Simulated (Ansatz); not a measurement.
# ClGaH5NO: a nudged elastic band in two tries

Wanted: a band of images between two relaxed ends, and a check that the input is sound.

Method: RKS B3LYP-D4/def2-SVP, in Ansatz 0.2.0.

## 1. The starting structure

Bond lengths: Ga1–O2 1.821 Å, O2–H3 0.965 Å, Ga1–H4 1.564 Å, Ga1–Cl5 2.215 Å, Ga1–N6 2.103 Å, N6–H7 1.021 Å, N6–H8 1.023 Å, N6–H9 1.025 Å. Angles: Ga1–O2–H3 116.0°, O2–Ga1–H4 122.4°, O2–Ga1–Cl5 113.5°, O2–Ga1–N6 89.0°, H4–Ga1–Cl5 117.3°, H4–Ga1–N6 109.0°, Cl5–Ga1–N6 97.5°, Ga1–N6–H7 118.7°, Ga1–N6–H8 108.3°, Ga1–N6–H9 102.5°, H7–N6–H8 109.0°, H7–N6–H9 109.4°, H8–N6–H9 108.5°.

Coordinates:

```xyz
9

Ga    0.0219    0.1473    0.2874
O    -0.3950   -0.3068    2.0011
H    -0.8311   -1.1593    2.1179
H     1.3728   -0.2663   -0.3835
Cl   -1.7485    0.3470   -1.0287
N     0.1450    2.1584    0.8903
H     1.0304    2.6525    0.7700
H    -0.5958    2.6815    0.4177
H    -0.0809    2.1044    1.8883
```

## 2. First try

File input.yaml:

```yaml
crystal:
  periodic: [false, false, false]
  atoms:
    - { symbol: Ga, position_ang: [0.021944, 0.147276, 0.28736] }
    - { symbol: O, position_ang: [-0.394994, -0.306823, 2.001099] }
    - { symbol: H, position_ang: [-0.831085, -1.159285, 2.117873] }
    - { symbol: H, position_ang: [1.3728, -0.266341, -0.383548] }
    - { symbol: Cl, position_ang: [-1.748538, 0.346977, -1.028705] }
    - { symbol: "N", position_ang: [0.145006, 2.15843, 0.890327] }
    - { symbol: H, position_ang: [1.030382, 2.652505, 0.770043] }
    - { symbol: H, position_ang: [-0.595815, 2.681463, 0.417684] }
    - { symbol: H, position_ang: [-0.080898, 2.104397, 1.888269] }
basis:
  gaussian: { orbitals: def2-SVP }
hamiltonian:
  xc: b3lyp
  dispersion: d4
neb:
  order_check: false
  images: 5
  f_tol: 0.05
  max_iterations: 8
  spring: 0.5
  final_atoms:
    - { symbol: Ga, position_ang: [0.20312404, 0.48723038, 0.00519534] }
    - { symbol: O, position_ang: [-0.21745117, -0.08981765, 2.0222741] }
    - { symbol: H, position_ang: [-1.13152529, -0.409535, 2.09149509] }
    - { symbol: H, position_ang: [1.4656639, -0.29206343, -0.45778756] }
    - { symbol: Cl, position_ang: [-1.77287557, -0.01424865, -0.825871] }
    - { symbol: "N", position_ang: [0.16956266, 2.21398731, 0.7636006] }
    - { symbol: H, position_ang: [1.03137114, 2.75788819, 0.74591329] }
    - { symbol: H, position_ang: [-0.5829035, 2.81589295, 0.42949254] }
    - { symbol: H, position_ang: [-0.24616422, 0.8892649, 2.1860896] }
  initial_path:
    images:
      - { positions_ang: [[0.021944, 0.147276, 0.28736], [-0.394994, -0.306823, 2.001099], [-0.831085, -1.159285, 2.117873], [1.3728, -0.266341, -0.383548], [-1.748538, 0.346977, -1.028705], [0.145006, 2.15843, 0.890327], [1.030382, 2.652505, 0.770043], [-0.595815, 2.681463, 0.417684], [-0.080898, 2.104397, 1.888269]] }
      - { positions_ang: [[0.01908311, 0.10283936, 0.18679936], [-0.27489683, -0.21313882, 2.04232241], [-0.87163701, -0.8758912, 2.22395583], [1.37861226, -0.17017661, -0.51188733], [-1.79928422, 0.24594464, -1.07822046], [0.1321688, 2.1436038, 0.83697787], [0.84672174, 2.54025455, 1.08063359], [-0.47121926, 2.75775383, 0.31599814], [-0.04074659, 1.82740944, 1.86382258]] }
      - { positions_ang: [[0.01622222, 0.05840273, 0.08623873], [-0.15479967, -0.11945464, 2.08354582], [-0.91218902, -0.59249739, 2.33003866], [1.38442452, -0.07401221, -0.64022665], [-1.85003044, 0.14491229, -1.12773592], [0.11933161, 2.12877759, 0.78362875], [0.66306148, 2.4280041, 1.39122419], [-0.34662351, 2.83404466, 0.21431228], [-0.00059519, 1.55042188, 1.83937615]] }
      - { positions_ang: [[0.01336133, 0.01396609, -0.01432191], [-0.0347025, -0.02577047, 2.12476922], [-0.95274102, -0.30910359, 2.43612149], [1.39023678, 0.02215218, -0.76856598], [-1.90077666, 0.04387993, -1.17725138], [0.10649441, 2.11395139, 0.73027962], [0.47940122, 2.31575364, 1.70181478], [-0.22202777, 2.91033549, 0.11262642], [0.03955622, 1.27343432, 1.81492973]] }
      - { positions_ang: [[0.07661557, 0.17172086, -0.00781616], [-0.09561872, -0.04711953, 2.09060418], [-1.01233578, -0.34258073, 2.32124602], [1.41537915, -0.08258636, -0.66497317], [-1.85814297, 0.02450374, -1.06012459], [0.12751716, 2.1472967, 0.74138661], [0.66339119, 2.46313183, 1.38318095], [-0.34231968, 2.87885465, 0.21824846], [-0.05568392, 1.14537784, 1.93864969]] }
      - { positions_ang: [[0.1398698, 0.32947562, -0.00131041], [-0.15653495, -0.06846859, 2.05643914], [-1.07193053, -0.37605786, 2.20637056], [1.44052153, -0.18732489, -0.56138036], [-1.81550927, 0.00512754, -0.9429978], [0.14853991, 2.18064201, 0.75249361], [0.84738117, 2.61051001, 1.06454712], [-0.46261159, 2.8473738, 0.3238705], [-0.15092407, 1.01732137, 2.06236964]] }
      - { positions_ang: [[0.20312404, 0.48723038, 0.00519534], [-0.21745117, -0.08981765, 2.0222741], [-1.13152529, -0.409535, 2.09149509], [1.4656639, -0.29206343, -0.45778756], [-1.77287557, -0.01424865, -0.825871], [0.16956266, 2.21398731, 0.7636006], [1.03137114, 2.75788819, 0.74591329], [-0.5829035, 2.81589295, 0.42949254], [-0.24616422, 0.8892649, 2.1860896]] }
  n_images: 5
```

On the command line:

```sh
$ ansatz run input.yaml --threads 2 --pin off --max-ram 3072MiB --backend cpu --events-out ev --progress --plain --runs-dir out
```

Before running it: what results should come out? Wanted: first try.

**Answer**, as computed:

| quantity | value |
| --- | --- |
| first try | refused |
| cause | one key bears a name from other programs (dt, n_images) that this one doesn't know |

The fault in the first input was caught at the input check and cost nothing.
